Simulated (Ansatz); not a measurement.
**YS: stress in a strained cell**

Aim: deform YS (zz strain of +1 %) and compute stress, forces and field gradients with LAPW, PAW and all-electron datasets made for the crystal.

Computed with Ansatz 0.2.0 (DFT LDA, scalar-relativistic, unless a step's input says otherwise).

**1. Starting point**

Symmetry: Fm-3m, No. 225, cubic system. The conventional cell has a = 5.487 Å, b = 5.487 Å, c = 5.487 Å, α = 90.00°, β = 90.00°, γ = 90.00°. Around Y (site symmetry m-3m) lie 6 S at 2.74 Å. S (site symmetry m-3m) has 6 Y at 2.74 Å as nearest neighbours.

As a file:

```cif
data_structure
_symmetry_space_group_name_H-M 'P 1'
_symmetry_Int_Tables_number 1
_cell_length_a 3.8801
_cell_length_b 3.8801
_cell_length_c 3.8801
_cell_angle_alpha 60.000
_cell_angle_beta 60.000
_cell_angle_gamma 60.000
_cell_volume 41.31
loop_
_atom_site_label
_atom_site_type_symbol
_atom_site_fract_x
_atom_site_fract_y
_atom_site_fract_z
_atom_site_occupancy
Y1 Y 0.50000 0.50000 0.50000 1
S1 S 0.00000 0.00000 0.00000 1
```

Atoms are numbered in the order of the input: Y1, S2.

**2. After the deformation**

Space group Fm-3m before, I4/mmm after.

**3. All-electron LAPW**

Input file input.yaml:

```yaml
crystal:
  lattice:
    - [0.0, 2.74365, 2.7710865]
    - [2.74365, 0.0, 2.7710865]
    - [2.74365, 2.74365, 0.0]
  atoms:
    - { symbol: "Y", position: [0.5, 0.5, 0.5] }
    - { symbol: S, position: [0.0, 0.0, 0.0] }
kpoints:
  mp_grid: { grid: [8, 8, 8] }
  band_path:
    path:
      - [0.0, 0.0, 0.0]
      - [0.0, 0.5, 0.5]
      - [0.25, 0.75, 0.5]
      - [0.0, 0.5, 0.0]
      - [0.0, 0.0, 0.0]
      - [0.5, 0.5, 0.0]
      - [0.3725370062, 0.6274629938, 0.0]
      - [-0.3725370062, 0.3725370062, 0.0]
      - [0.0, 0.0, 0.0]
    npoints: 5
scf:
  occupations: { method: fermi_dirac, width: 0.01 }
hamiltonian:
  xc: lda
  pseudopotentials: { kind: all_electron, lapw: { basis_error: 0.00025 } }
output:
  forces: true
  stress: true
  eigenvalues: true
```

Run with:

```bash
$ ansatz run input.yaml --threads 1 --pin off --max-ram 3072MiB --backend cpu --events-out ev --progress --plain --runs-dir out
```

**4. PAW on the default files**

Input file input.yaml:

```yaml
crystal:
  lattice:
    - [0.0, 2.74365, 2.7710865]
    - [2.74365, 0.0, 2.7710865]
    - [2.74365, 2.74365, 0.0]
  atoms:
    - { symbol: "Y", position: [0.5, 0.5, 0.5] }
    - { symbol: S, position: [0.0, 0.0, 0.0] }
kpoints:
  mp_grid: { grid: [8, 8, 8] }
scf:
  occupations: { method: fermi_dirac, width: 0.01 }
hamiltonian:
  xc: lda
  pseudopotentials: { kind: paw }
output:
  forces: true
  stress: true
  eigenvalues: true
  efg: { contact_densities: true }
```

**5. All-electron PAW on datasets made for the crystal**

input.yaml, as its differences from that of step 4:

```diff
@@ -14,3 +14,3 @@
   xc: lda
-  pseudopotentials: { kind: paw }
+  pseudopotentials: { kind: all_electron, datasets: crystal }
 output:
```

(Steps that only read results are left out.)

What does the calculation give? Wanted: pressure; largest shear or deviatoric stress.

As calculated:

| quantity | value |
| --- | --- |
| pressure | LAPW -4.68, PAW -4.69, crystal datasets -4.68 GPa |
| largest shear or deviatoric stress (LAPW) | 1.33 GPa |

**Reading.** The largest part of the stress beyond the pressure is 1.33 GPa in size, in the zz component; the atoms are carried along and not relaxed. No run of the undeformed cell stands beside it, so the pressure holds what the given cell had before the change. PAW: stress within 0.01 GPa of LAPW. Crystal datasets: stress within 0.01 GPa of LAPW.
